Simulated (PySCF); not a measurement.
# SmF₂+: ligand-field states, part 1 of 2

Aim: compute the ligand-field states of SmF₂+.

Programs: PySCF 2.14.0, with routines of our own; each step states its level. All values are computed. Atoms count from 0.

## 1. The starting structure

3 atoms, charge 1, states of the metal's open shell are computed; geometry from: model geometry, bond lengths from ionic radii.

## 2. Ligand-field states: state-averaged CASSCF

The job: settings as JSON, then the geometry in Å.

```
{"job": {"kind": "lf", "basis": {"metal": "x2c-TZVPall", "ligand": "x2c-SVPall"}, "nevpt": false, "roots": {"6": 21, "4": 128, "2": 130}}, "charge": 1, "metal": "Sm", "open_shell": "f5"}
Sm     0.000000     0.000000     0.000000
F      0.000000     0.000000     2.018000
F      0.000000     0.000000    -2.018000
```

With the program's defaults for keys left out, this is: state-averaged CASSCF of the metal f shell, state-interaction spin-orbit coupling.

Command:

```
OMP_NUM_THREADS=1 python lf_run.py task.json out
```

The driver reads the jobs from task.json and runs them one after another.

Output:

```text
basis functions 132, electrons 79, active (5e, 7o)
stage 1: DIIS on the effective Fock matrix, level shift 0.30
cycle   1  E = -10621.5768829340  dE = -1.062e+04  max|g| = 1.015e+00
cycle   2  E = -10621.8388140619  dE = -2.619e-01  max|g| = 2.614e-01
cycle   3  E = -10621.6806103319  dE =  1.582e-01  max|g| = 8.236e-01
cycle   4  E = -10621.3350997032  dE =  3.455e-01  max|g| = 1.031e+00
cycle   5  E = -10621.1635187181  dE =  1.716e-01  max|g| = 1.010e+00
cycle   6  E = -10620.8747855667  dE =  2.887e-01  max|g| = 9.550e-01
cycle   7  E = -10619.8241114144  dE =  1.051e+00  max|g| = 2.135e+00
cycle   8  E = -10618.7469421769  dE =  1.077e+00  max|g| = 3.021e+00
cycle   9  E = -10617.9593896844  dE =  7.876e-01  max|g| = 3.148e+00
cycle  10  E = -10619.3688789871  dE = -1.409e+00  max|g| = 2.341e+00
cycle  11  E = -10619.4750331170  dE = -1.062e-01  max|g| = 2.155e+00
cycle  12  E = -10619.1668125476  dE =  3.082e-01  max|g| = 1.977e+00
cycle  13  E = -10620.2161828420  dE = -1.049e+00  max|g| = 2.042e+00
cycle  14  E = -10620.9295875641  dE = -7.134e-01  max|g| = 1.511e+00
cycle  15  E = -10621.2427748863  dE = -3.132e-01  max|g| = 1.172e+00
stage 2: quasi-Newton rotations from the point of smallest gradient
cycle  17  E = -10621.8708549736  dE = -3.204e-02  max|g| = 1.753e-01
cycle  18  E = -10621.8822661711  dE = -1.141e-02  max|g| = 1.645e-02
cycle  19  E = -10621.8824529622  dE = -1.868e-04  max|g| = 7.300e-03
cycle  20  E = -10621.8824873035  dE = -3.434e-05  max|g| = 2.491e-03
cycle  21  E = -10621.8824905770  dE = -3.273e-06  max|g| = 2.616e-04
cycle  22  E = -10621.8824906744  dE = -9.744e-08  max|g| = 5.606e-05
cycle  23  E = -10621.8824906804  dE = -6.035e-09  max|g| = 1.384e-05
cycle  24  E = -10621.8824906807  dE = -2.910e-10  max|g| = 5.506e-06
converged average energy = -10621.8824906807

 mult deg   label        CASSCF/cm-1   NEVPT2/cm-1
   6   2   6Deltau             0.0
   6   2   6Piu              306.9
   6   2   6Phiu             768.1
   6   1   6Sigmau+          793.1
   6   2   6Gammau          2895.9
   6   2   6Hu              4634.0
   6   2   6Phiu            7372.5
   6   2   6Deltau          8618.9
   6   2   6Piu             9075.2
   6   1   6Sigmau+         9879.8
   4   2   4Lu             21904.3
   4   2   4Deltau         21980.2
   4   2   4Ku             22106.2
   4   2   4Phiu           22345.5
   4   2   4Deltau         22449.6
   4   2   4Gammau         22737.7
   4   2   4Piu            22779.8
   4   2   4Iu             22792.2
   4   1   4Sigmau-        22915.4
   4   1   4Sigmau+        23244.0
   4   2   4Mu             23327.2
   4   2   4Piu            23370.2
   4   2   4Hu             23455.6
   4   2   4Hu             23545.2
   4   2   4Phiu           23591.9
   4   1   4Sigmau-        23698.0
   4   2   4Piu            23919.2
   4   2   4Gammau         23969.3
   4   2   4Phiu           24253.0
   4   2   4Deltau         24487.0
   4   2   4Piu            24852.8
   4   2   4Iu             24943.3
   4   1   4Sigmau+        24970.6
   4   2   4Gammau         25435.4
   4   2   4Deltau         25472.9
   4   2   4Phiu           25573.1
   4   2   4Hu             26915.8
   4   2   4Phiu           27042.9
   4   2   4Gammau         27056.9
   4   4   4K              27131.0
   4   2   4Piu            27297.4
   4   2   4Deltau         27304.8
   4   1   4Sigmau+        27315.6
   4   1   4Sigmau-        28877.6
   4   2   4Piu            29118.5
   4   2   4Lu             29188.2
   4   2   4Deltau         29572.0
   4   2   4Piu            29904.0
   4   2   4Phiu           29913.3
   4   2   4Gammau         30372.5
   4   2   4Ku             30562.2
   4   2   4Deltau         30639.0
   4   2   4Hu             30702.0
   4   2   4Iu             31010.3
   4   1   4Sigmau-        31234.5
   6   2   6Piu            31258.2
   4   1   4Sigmau+        31509.0
   4   2   4Piu            31993.6
   4   2   4Gammau         32102.5
   4   2   4Deltau         32396.4

spin-orbit levels / cm-1
      0.00  x2  6Piu 0.38 6Deltau 0.32 6Sigmau+ 0.17
    278.44  x2  6Deltau 0.37 6Piu 0.28 6Phiu 0.20
    977.82  x2  6Deltau 0.41 6Phiu 0.26 6Piu 0.21
    985.01  x2  6Deltau 0.49 6Piu 0.28 6Phiu 0.16
   1798.69  x2  6Piu 0.35 6Sigmau+ 0.27 6Phiu 0.24
   2058.95  x2  6Deltau 0.44 6Phiu 0.33 6Piu 0.14
   2325.39  x2  6Phiu 0.36 6Deltau 0.30 6Piu 0.18
   2767.69  x2  6Piu 0.28 6Phiu 0.25 6Sigmau+ 0.22
   3030.60  x2  6Piu 0.49 6Gammau 0.24 6Phiu 0.13
   3514.44  x2  6Phiu 0.45 6Deltau 0.43 6Gammau 0.10
   3600.81  x2  6Deltau 0.40 6Phiu 0.27 6Piu 0.19
   3928.09  x2  6Piu 0.39 6Gammau 0.24 6Phiu 0.22
   4096.90  x2  6Sigmau+ 0.29 6Hu 0.26 6Gammau 0.22
   4340.89  x2  6Gammau 0.40 6Piu 0.33 6Deltau 0.13
   4968.29  x2  6Piu 0.48 6Deltau 0.38 6Phiu 0.08
   5056.85  x2  6Hu 0.43 6Sigmau+ 0.22 6Phiu 0.19
   5382.60  x2  6Piu 0.33 6Hu 0.26 6Gammau 0.20
   5393.31  x2  6Deltau 0.46 6Gammau 0.29 6Phiu 0.14
   5402.64  x2  6Phiu 0.33 6Gammau 0.22 6Sigmau+ 0.18
   5483.32  x2  6Phiu 0.76 6Gammau 0.20
   6158.89  x2  6Piu 0.29 6Gammau 0.25 6Sigmau+ 0.17
   6400.33  x2  6Hu 0.36 6Deltau 0.28 6Phiu 0.22
   6694.25  x2  6Piu 0.43 6Sigmau+ 0.33 6Deltau 0.16
   6773.31  x2  6Sigmau+ 0.45 6Piu 0.44 6Deltau 0.07
   6832.88  x2  6Gammau 0.27 6Phiu 0.25 6Deltau 0.20
   6966.24  x2  6Hu 0.41 6Phiu 0.31 6Gammau 0.17
   7641.64  x2  6Gammau 0.47 6Hu 0.32 6Phiu 0.19
   7731.05  x2  6Gammau 0.47 6Hu 0.30 6Phiu 0.16
   8311.74  x2  6Gammau 0.80 6Hu 0.17
   8655.77  x2  6Hu 0.48 6Gammau 0.41 6Phiu 0.07
```

Wall time 32 s (1 thread of Arm Neoverse N1, shared host); peak memory 0.45 GiB.

Key values:

```tsv
quantity	value
spin-orbit constant ζ	1214 cm⁻¹
```

Powder susceptibility:

```tsv
T (K)	χT (cm³ K/mol)	μ(eff)
2	0.037	0.55
5	0.039	0.56
10	0.043	0.58
20	0.049	0.63
30	0.056	0.67
50	0.069	0.74
75	0.086	0.83
100	0.105	0.92
150	0.148	1.09
200	0.196	1.25
250	0.246	1.40
300	0.298	1.54
```

Orbitals, density, ELF and potential are computed afterwards from the orbital file.

The spin density lies nearest to Sm0 99 %.

## 3. Ligand-field states: state-averaged CASSCF (bond angle at 170°)

The job: settings as JSON, then the geometry in Å.

```
{"job": {"kind": "lf", "basis": {"metal": "x2c-TZVPall", "ligand": "x2c-SVPall"}, "nevpt": false, "roots": {"6": 21, "4": 128, "2": 130}, "reuse": true}, "charge": 1, "metal": "Sm", "open_shell": "f5"}
Sm     0.000000     0.000000     0.000000
F      0.175880     0.000000     2.010321
F      0.175880     0.000000    -2.010321
```

With the program's defaults for keys left out, this is: state-averaged CASSCF of the metal f shell, state-interaction spin-orbit coupling.

Output:

```text
basis functions 132, electrons 79, active (5e, 7o)
start from the orbitals of the previous structure
stage 1: DIIS on the effective Fock matrix, level shift 0.30
cycle   1  E = -10621.3023108307  dE = -1.062e+04  max|g| = 2.205e+01
cycle   2  E = -10621.8422585208  dE = -5.399e-01  max|g| = 2.850e-01
cycle   3  E = -10621.8587116911  dE = -1.645e-02  max|g| = 1.212e-01
cycle   4  E = -10621.8328750430  dE =  2.584e-02  max|g| = 1.627e-01
cycle   5  E = -10621.8356188582  dE = -2.744e-03  max|g| = 1.939e-01
cycle   6  E = -10621.8485135126  dE = -1.289e-02  max|g| = 1.566e-01
cycle   7  E = -10621.8438414450  dE =  4.672e-03  max|g| = 1.559e-01
cycle   8  E = -10621.8355895403  dE =  8.252e-03  max|g| = 1.816e-01
cycle   9  E = -10621.8195822147  dE =  1.601e-02  max|g| = 2.177e-01
cycle  10  E = -10621.7714779730  dE =  4.810e-02  max|g| = 2.871e-01
cycle  11  E = -10621.6037494773  dE =  1.677e-01  max|g| = 5.241e-01
cycle  12  E = -10621.1273004515  dE =  4.764e-01  max|g| = 1.045e+00
cycle  13  E = -10619.1340316403  dE =  1.993e+00  max|g| = 2.336e+00
cycle  14  E = -10612.9644443771  dE =  6.170e+00  max|g| = 4.895e+00
cycle  15  E = -10606.5249356818  dE =  6.440e+00  max|g| = 5.187e+00
stage 2: quasi-Newton rotations from the point of smallest gradient
cycle  17  E = -10621.8791473085  dE = -2.044e-02  max|g| = 6.055e-02
cycle  18  E = -10621.8827281711  dE = -3.581e-03  max|g| = 3.799e-02
cycle  19  E = -10621.8836694123  dE = -9.412e-04  max|g| = 4.544e-03
cycle  20  E = -10621.8837025478  dE = -3.314e-05  max|g| = 2.174e-03
cycle  21  E = -10621.8837081724  dE = -5.625e-06  max|g| = 8.750e-04
cycle  22  E = -10621.8837089995  dE = -8.271e-07  max|g| = 2.329e-04
cycle  23  E = -10621.8837090675  dE = -6.805e-08  max|g| = 4.324e-05
cycle  24  E = -10621.8837090725  dE = -4.931e-09  max|g| = 2.313e-05
cycle  25  E = -10621.8837090729  dE = -4.729e-10  max|g| = 7.262e-06
converged average energy = -10621.8837090729

 mult deg   label        CASSCF/cm-1   NEVPT2/cm-1
   6   1   6A2                 0.0
   6   1   6B1                 0.1
   6   1   6B2               255.6
   6   1   6A1               282.8
   6   1   6B1               713.9
   6   1   6B2               753.5
   6   1   6A1               753.6
   6   1   6B1              2788.9
   6   1   6A2              2788.9
   6   1   6B2              4501.4
   6   1   6A1              4501.4
   6   1   6B2              7313.3
   6   1   6A1              7313.3
   6   1   6B1              8530.8
   6   1   6A2              8530.8
   6   1   6B2              8982.0
   6   1   6A1              8998.9
   6   1   6B1              9762.3
   4   1   4B1             21910.4
   4   1   4A2             21910.4
   4   1   4B1             21991.3
   4   1   4A2             21991.3
   4   1   4B2             22107.8
   4   1   4A1             22107.8
   4   1   4B2             22332.6
   4   1   4A1             22332.6
   4   1   4B1             22429.5
   4   1   4A2             22429.5
   4   1   4B1             22706.8
   4   1   4A2             22706.8
   4   1   4A1             22735.3
   4   1   4B2             22739.9
   4   1   4B1             22767.6
   4   1   4A2             22767.6
   4   1   4A2             22870.3
   4   1   4B1             23211.9
   4   1   4B2             23239.6
   4   1   4A1             23239.6
   4   1   4A1             23305.8
   4   1   4B2             23308.0
   4   1   4B2             23413.7
   4   1   4A1             23413.7
   4   1   4B2             23478.7
   4   1   4A1             23478.7
   4   1   4B2             23527.2
   4   1   4A1             23527.2
   4   1   4A2             23639.9
   4   1   4B2             23884.5
   4   1   4A1             23894.4
   4   1   4B1             23907.8
   4   1   4A2             23907.8
   4   1   4B2             24197.4
   4   1   4A1             24197.4
   4   1   4B1             24432.8
   4   1   4A2             24432.9
   4   1   4B2             24784.7
   4   1   4A1             24789.1
   4   1   4B1             24861.2
   4   1   4A2             24861.2
   4   1   4B1             24895.4

spin-orbit levels / cm-1
      0.00  x2  6B2 0.19 6A1 0.19 6B1 0.17
    283.04  x2  6A2 0.18 6B1 0.18 6A1 0.14
    983.17  x2  6B1 0.21 6A2 0.21 6B2 0.19
   1000.13  x2  6A2 0.24 6B1 0.24 6A1 0.21
   1781.28  x2  6B1 0.27 6B2 0.17 6A1 0.17
   2069.08  x2  6A2 0.22 6B1 0.22 6B2 0.17
   2333.74  x2  6B2 0.18 6A1 0.18 6A2 0.15
   2740.89  x2  6B1 0.22 6A1 0.14 6B2 0.13
   3014.98  x2  6B2 0.24 6A1 0.24 6A2 0.13
   3525.32  x2  6B2 0.23 6A1 0.23 6A2 0.21
   3613.89  x2  6B1 0.20 6A2 0.20 6B2 0.14
   3909.03  x2  6B2 0.19 6A1 0.19 6B1 0.12
   4045.17  x2  6B1 0.28 6B2 0.14 6A1 0.14
   4310.10  x2  6A2 0.20 6B1 0.20 6A1 0.17
   4980.56  x2  6B2 0.24 6A1 0.23 6A2 0.19
   5009.00  x2  6B1 0.23 6B2 0.21 6A1 0.21
   5343.45  x2  6B2 0.16 6A1 0.16 6B2 0.14
   5382.16  x2  6B1 0.23 6A2 0.23 6B1 0.15
   5393.32  x2  6B1 0.19 6B2 0.16 6A1 0.16
   5479.41  x2  6A1 0.37 6B2 0.37 6B1 0.11
   6115.99  x2  6B1 0.17 6B2 0.14 6A1 0.14
   6379.17  x2  6A1 0.18 6B2 0.18 6A2 0.14
   6684.86  x2  6B1 0.32 6B2 0.24 6A1 0.19
   6754.73  x2  6B1 0.44 6A1 0.25 6B2 0.20
   6821.65  x2  6B2 0.13 6A1 0.13 6B1 0.12
   6920.68  x2  6B2 0.21 6A1 0.21 6A1 0.16
   7577.52  x2  6B1 0.22 6A2 0.22 6A1 0.16
   7672.09  x2  6A2 0.23 6B1 0.23 6B2 0.14
   8233.73  x2  6B1 0.40 6A2 0.40 6A1 0.09
   8577.68  x2  6B2 0.23 6A1 0.23 6B1 0.21
```

Run time: 22 s. Hardware: 1 thread of Arm Neoverse N1, shared host; peak memory 0.45 GiB.

Warnings kept with the result: spin Hamiltonian not valid, low-lying orbital states.

From this job:

```tsv
quantity	value
spin-orbit constant ζ	1214 cm⁻¹
```

Powder susceptibility:

```tsv
T (K)	χT (cm³ K/mol)	μ(eff)
2	0.036	0.54
20	0.048	0.62
100	0.104	0.91
300	0.296	1.54
```

## 4. Ligand-field states: state-averaged CASSCF (bond angle at 160°)

Settings changed since step 3:

```diff
@@ -2,3 +2,3 @@
 Sm     0.000000     0.000000     0.000000
-F      0.175880     0.000000     2.010321
-F      0.175880     0.000000    -2.010321
+F      0.350422     0.000000     1.987342
+F      0.350422     0.000000    -1.987342
```

With the program's defaults for keys left out, this is: state-averaged CASSCF of the metal f shell, state-interaction spin-orbit coupling.

Output:

```text
basis functions 132, electrons 79, active (5e, 7o)
start from the orbitals of the previous structure
stage 1: DIIS on the effective Fock matrix, level shift 0.30
cycle   1  E = -10621.3066073103  dE = -1.062e+04  max|g| = 2.365e+01
cycle   2  E = -10621.8457812986  dE = -5.392e-01  max|g| = 2.641e-01
cycle   3  E = -10621.8565552146  dE = -1.077e-02  max|g| = 1.785e-01
cycle   4  E = -10621.8460890063  dE =  1.047e-02  max|g| = 1.812e-01
cycle   5  E = -10621.8460955233  dE = -6.517e-06  max|g| = 1.713e-01
cycle   6  E = -10621.8562889382  dE = -1.019e-02  max|g| = 1.531e-01
cycle   7  E = -10621.8515442638  dE =  4.745e-03  max|g| = 1.662e-01
cycle   8  E = -10621.8391416439  dE =  1.240e-02  max|g| = 2.136e-01
cycle   9  E = -10621.8079982848  dE =  3.114e-02  max|g| = 2.996e-01
cycle  10  E = -10621.6903484354  dE =  1.176e-01  max|g| = 5.109e-01
cycle  11  E = -10621.0271804401  dE =  6.632e-01  max|g| = 1.370e+00
cycle  12  E = -10619.0282641075  dE =  1.999e+00  max|g| = 2.693e+00
cycle  13  E = -10615.8920439305  dE =  3.136e+00  max|g| = 3.469e+00
cycle  14  E = -10613.4577027419  dE =  2.434e+00  max|g| = 4.737e+00
cycle  15  E = -10609.7937108817  dE =  3.664e+00  max|g| = 5.341e+00
stage 2: quasi-Newton rotations from the point of smallest gradient
cycle  17  E = -10621.8849185895  dE = -2.863e-02  max|g| = 3.996e-02
cycle  18  E = -10621.8867956723  dE = -1.877e-03  max|g| = 1.348e-02
cycle  19  E = -10621.8869614776  dE = -1.658e-04  max|g| = 4.114e-03
cycle  20  E = -10621.8869897468  dE = -2.827e-05  max|g| = 9.692e-04
cycle  21  E = -10621.8869911958  dE = -1.449e-06  max|g| = 4.373e-04
cycle  22  E = -10621.8869914352  dE = -2.395e-07  max|g| = 2.877e-04
cycle  23  E = -10621.8869914573  dE = -2.204e-08  max|g| = 3.217e-05
cycle  24  E = -10621.8869914596  dE = -2.367e-09  max|g| = 1.444e-05
cycle  25  E = -10621.8869914600  dE = -3.274e-10  max|g| = 4.742e-06
converged average energy = -10621.8869914600

 mult deg   label        CASSCF/cm-1   NEVPT2/cm-1
   6   1   6A2                 0.0
   6   1   6B1                 1.6
   6   1   6B2               118.3
   6   1   6A1               213.0
   6   1   6B1               503.2
   6   1   6B2               714.1
   6   1   6A1               714.5
   6   1   6B1              2498.8
   6   1   6A2              2498.8
   6   1   6B2              4138.3
   6   1   6A1              4138.3
   6   1   6B2              7159.8
   6   1   6A1              7159.8
   6   1   6A2              8296.3
   6   1   6B1              8296.7
   6   1   6B2              8728.7
   6   1   6A1              8796.0
   6   1   6B1              9442.6
   4   1   4B1             21927.7
   4   1   4A2             21927.7
   4   1   4A2             22023.0
   4   1   4B1             22023.3
   4   1   4B2             22110.6
   4   1   4A1             22110.6
   4   1   4B2             22296.9
   4   1   4A1             22296.9
   4   1   4A2             22371.4
   4   1   4B1             22372.3
   4   1   4A1             22607.4
   4   1   4B1             22612.3
   4   1   4A2             22612.3
   4   1   4B2             22627.2
   4   1   4B1             22710.9
   4   1   4A2             22710.9
   4   1   4A2             22736.7
   4   1   4B2             23005.5
   4   1   4A1             23005.5
   4   1   4B1             23121.1
   4   1   4A1             23121.7
   4   1   4B2             23132.5
   4   1   4A1             23276.9
   4   1   4B2             23277.0
   4   1   4A1             23309.6
   4   1   4B2             23309.7
   4   1   4A1             23364.3
   4   1   4B2             23364.9
   4   1   4A2             23493.5
   4   1   4B1             23737.1
   4   1   4A2             23737.1
   4   1   4B2             23788.7
   4   1   4A1             23834.4
   4   1   4B2             24041.2
   4   1   4A1             24041.2
   4   1   4B1             24277.3
   4   1   4A2             24279.5
   4   1   4B2             24589.2
   4   1   4A1             24609.1
   4   1   4B1             24629.5
   4   1   4A2             24629.5
   4   1   4B1             24685.8

spin-orbit levels / cm-1
      0.00  x2  6B2 0.20 6B1 0.19 6A1 0.19
    295.56  x2  6A2 0.17 6B1 0.17 6B2 0.15
    995.17  x2  6B2 0.21 6B1 0.21 6A2 0.20
   1046.20  x2  6A2 0.23 6B1 0.22 6A1 0.22
   1736.06  x2  6B1 0.26 6B2 0.17 6A1 0.15
   2095.94  x2  6A2 0.21 6B1 0.21 6B2 0.17
   2359.59  x2  6B2 0.18 6A1 0.18 6A2 0.16
   2664.44  x2  6B1 0.22 6A1 0.13 6B2 0.13
   2970.23  x2  6B2 0.24 6A1 0.23 6A2 0.14
   3552.49  x2  6B2 0.23 6A1 0.23 6A2 0.20
   3651.40  x2  6B1 0.20 6A2 0.20 6A1 0.13
   3850.78  x2  6B2 0.19 6A1 0.18 6B1 0.14
   3901.65  x2  6B1 0.27 6B2 0.17 6A1 0.17
   4231.94  x2  6A2 0.19 6B1 0.19 6A1 0.18
   4882.16  x2  6B1 0.24 6B2 0.20 6A1 0.20
   5016.47  x2  6A1 0.23 6B2 0.23 6A2 0.20
   5232.85  x2  6B2 0.16 6A1 0.16 6B2 0.16
   5342.14  x2  6B1 0.23 6A2 0.23 6B1 0.16
   5374.45  x2  6B1 0.21 6B2 0.16 6A1 0.16
   5462.96  x2  6A1 0.35 6B2 0.35 6B1 0.13
   5997.76  x2  6A2 0.16 6B1 0.16 6B1 0.16
   6322.15  x2  6B2 0.17 6A1 0.17 6A2 0.15
   6662.83  x2  6B2 0.31 6B1 0.30 6A1 0.11
   6715.91  x2  6B1 0.41 6A1 0.35 6B2 0.11
   6793.32  x2  6B2 0.15 6A1 0.15 6B2 0.12
   6823.54  x2  6A1 0.16 6B2 0.15 6A1 0.10
   7409.51  x2  6B1 0.20 6A2 0.20 6A1 0.17
   7529.04  x2  6A2 0.23 6B1 0.23 6B2 0.11
   8023.14  x2  6B1 0.39 6A2 0.39 6B2 0.09
   8372.20  x2  6B1 0.22 6A2 0.22 6B2 0.21
```

Run time: 22 s. Hardware: 1 thread of Arm Neoverse N1, shared host; peak memory 0.45 GiB.

Warnings kept with the result: spin Hamiltonian not valid, low-lying orbital states.

Key values:

```tsv
quantity	value
spin-orbit constant ζ	1213 cm⁻¹
```

Powder susceptibility:

```tsv
T (K)	χT (cm³ K/mol)	μ(eff)
2	0.035	0.53
20	0.046	0.61
100	0.102	0.90
300	0.293	1.53
```

(Continued in part 2 of 2.)
